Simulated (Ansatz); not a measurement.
# CHBrF2, SMILES FC(F)Br: a rigid scan of one bond length

Program: Ansatz's Python interface.

The script, `scan.py`:
```python
# -*- coding: utf-8 -*-
"""Potential curve of CHBrF2 along one bond."""

import ansatz as az
import numpy as np

BASIS = "def2-SVP"
FUNCTIONAL = "CAM-B3LYP"

GEOMETRY = """
F     0.21640   -0.67210    1.22760
C     0.11620    0.02010    0.02770
F     0.69500   -0.76820   -0.90000
Br   -1.63520    0.38200   -0.48580
H     0.65760    0.96460    0.08920
"""


def main():
    molecule = az.Crystal.molecule()
    for line in GEOMETRY.strip().splitlines():
        symbol, *xyz = line.split()
        molecule = molecule.atom(symbol, [float(v) for v in xyz])

    symbols = [site.symbol for site in molecule.cartesian_sites]
    start = np.array([site.position_ang for site in molecule.cartesian_sites])
    axis = (start[4] - start[1]) / np.linalg.norm(start[4] - start[1])
    moving = [4]
    lengths, energies = [0.96, 1.003, 1.047, 1.09, 1.134, 1.178, 1.221, 1.287], []
    for length in lengths:
        xyz = start.copy()
        xyz[moving] += (length - np.linalg.norm(start[4] - start[1])) * axis
        point = az.Crystal.molecule()
        for symbol, place in zip(symbols, xyz):
            point = point.atom(symbol, place.tolist())
        setup = (
            point.calculation()
            .basis(gaussian=BASIS)
            .functional(FUNCTIONAL)
        )
        report = setup.run(threads=1).report
        energies.append(report["free_energy_ev"])
        print(f"r = {length:6.3f} A  E = {energies[-1]:.5f} eV  <S^2> = {abs(report['mean_field']['state']['spin_squared']):.3f}")

    # quartic fit about the minimum
    fit = np.polynomial.Polynomial.fit(lengths, np.array(energies) - min(energies), 4).convert()
    roots = [r.real for r in fit.deriv().roots() if abs(r.imag) < 1e-9 and fit.deriv(2)(r.real) > 0]
    r_e = min(roots, key=lambda r: abs(r - lengths[int(np.argmin(energies))]))
    print(f"minimum of the fit at {r_e:.4f} A, force constant {fit.deriv(2)(r_e):.2f} eV/A^2")


if __name__ == "__main__":
    main()
```

```console
$ python scan.py
r =  0.960 A  E = -76520.57041 eV  <S^2> = 0.000
r =  1.003 A  E = -76520.81450 eV  <S^2> = 0.000
r =  1.047 A  E = -76520.95213 eV  <S^2> = 0.000
r =  1.090 A  E = -76521.00053 eV  <S^2> = 0.000
r =  1.134 A  E = -76520.98133 eV  <S^2> = 0.000
r =  1.178 A  E = -76520.90828 eV  <S^2> = 0.000
r =  1.221 A  E = -76520.79697 eV  <S^2> = 0.000
r =  1.287 A  E = -76520.57048 eV  <S^2> = 0.000
minimum of the fit at 1.0980 A, force constant 34.31 eV/A^2
```

Reading the output:
- Total energies depend on the basis set; only differences at equal settings carry meaning.
- The rest of the molecule is held rigid at a force-field or estimated start geometry, and the basis set is modest; single-reference methods fail as a bond breaks.
- The orbitals are restricted, so S² is zero by construction.
- It ran for 20 s on 1 thread of Arm Neoverse V1, on a shared host, peak memory 0.23 GiB.
